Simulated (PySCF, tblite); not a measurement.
**C₄H₁₃BrGeSi: geometry, infrared bands and NMR shifts**

What infrared bands and NMR shifts should C₄H₁₃BrGeSi (`C[SiH](C)[GeH2][CH2]CBr`) show?

The runs use tblite 0.8.0 and PySCF 2.14.0, with density-fitted response routines of our own; the level of theory stands in each step. All values are computed, except where a source is named. Atoms are numbered from 0 throughout.

## Step 1: Starting geometry

20 atoms, charge 0, multiplicity 1; geometry from: force field or distance geometry start.

Bonds of the start (Å): C0–Si1 1.87, Si1–C2 1.85, Si1–Ge3 2.32, Ge3–C4 1.95, C4–C5 1.53, C5–Br6 1.94, C0–H7 1.11, C0–H8 1.11, C0–H9 1.10, Si1–H10 1.46, C2–H11 1.11, C2–H12 1.12, C2–H13 1.11, Ge3–H14 1.55, Ge3–H15 1.57, C4–H16 1.11, C4–H17 1.11, C5–H18 1.12, C5–H19 1.10.

## Step 2: Geometry optimisation with GFN2-xTB

Job settings and geometry (Å):

```
{"job": {"kind": "relax", "xc": "GFN2-xTB", "basis": "xTB"}, "charge": 0, "multiplicity": 1}
C     -1.545500    -1.385500    -0.551600
Si    -1.138100     0.421700    -0.306500
C     -2.628100     1.330800     0.321200
Ge     0.559800     0.592400     1.258800
C      2.036900    -0.581000     0.763300
C      2.616500    -0.145800    -0.585000
Br     4.102100    -1.293800    -1.070500
H     -2.364300    -1.465100    -1.292300
H     -1.877300    -1.827600     0.413600
H     -0.661100    -1.922800    -0.913900
H     -0.687100     0.997000    -1.571700
H     -2.975200     0.889800     1.280800
H     -3.456900     1.253400    -0.420700
H     -2.376600     2.402000     0.467800
H      1.049000     2.061000     1.349000
H      0.015300     0.141700     2.661400
H      2.821100    -0.524800     1.545700
H      1.661700    -1.627500     0.684200
H      2.989100     0.903700    -0.510700
H      1.853200    -0.209000    -1.370200
```

Launch:

```bash
$ OMP_NUM_THREADS=1 python probes_run.py task.json out
```

The driver reads the jobs from task.json and runs them one after another.

**Question.** This job is followed by: GFN2-xTB harmonic vibrations, gas phase; GIAO PBE0/pcSseg-1 NMR shielding, non-relativistic, gas phase. Predict these results of the whole session: strongest single infrared mode (GFN2-xTB); zero-point energy (GFN2-xTB); ¹³C shifts against TMS (PBE0/pcSseg-1, means over atoms taken as alike); ¹H shifts against TMS (PBE0/pcSseg-1, means over atoms taken as alike); ²⁹Si shifts against TMS (PBE0/pcSseg-1); ⁷³Ge shifts against GeMe4 (PBE0/pcSseg-1); ⁷⁹Br shifts against HBr (PBE0/pcSseg-1).

**Answer**, as computed:

```
                                                               quantity                             value
                              strongest single infrared mode (GFN2-xTB)             1943 cm⁻¹, 530 km/mol
                                           zero-point energy (GFN2-xTB)                     94.6 kcal/mol
¹³C shifts against TMS (PBE0/pcSseg-1, means over atoms taken as alike)              47.6, 22.0, -4.5 ppm
 ¹H shifts against TMS (PBE0/pcSseg-1, means over atoms taken as alike)  4.52, 3.66, 3.60, 1.59, 0.31 ppm
                                ²⁹Si shifts against TMS (PBE0/pcSseg-1)                         -41.8 ppm
                              ⁷³Ge shifts against GeMe4 (PBE0/pcSseg-1)                          -258 ppm
                                ⁷⁹Br shifts against HBr (PBE0/pcSseg-1)                           444 ppm
```

**Reading.** Over 51 steps the energy fell by 0.316 eV; of the close pairs, Ge3–H15 changed most, 1.571 to 1.513 Å. No mode is imaginary among the 54: a minimum at this level. The strongest single mode, at 1943 cm⁻¹, moves mainly H15 and H14. Unscaled tight-binding wavenumbers are off by several per cent, some by more. Its intensities can rank the bands wrongly. C5 stands next to heavy halogen, whose spin-orbit shielding this run leaves out, so the computed shift lies too far downfield, most of all for carbon beside Br or I. At PBE0/pcSseg-1: The widest tensor belongs to Br6: span 1483 ppm, with a paramagnetic part of -942 ppm. Spin-orbit coupling is left out, which matters for shieldings and couplings at and beside the heavy atoms.
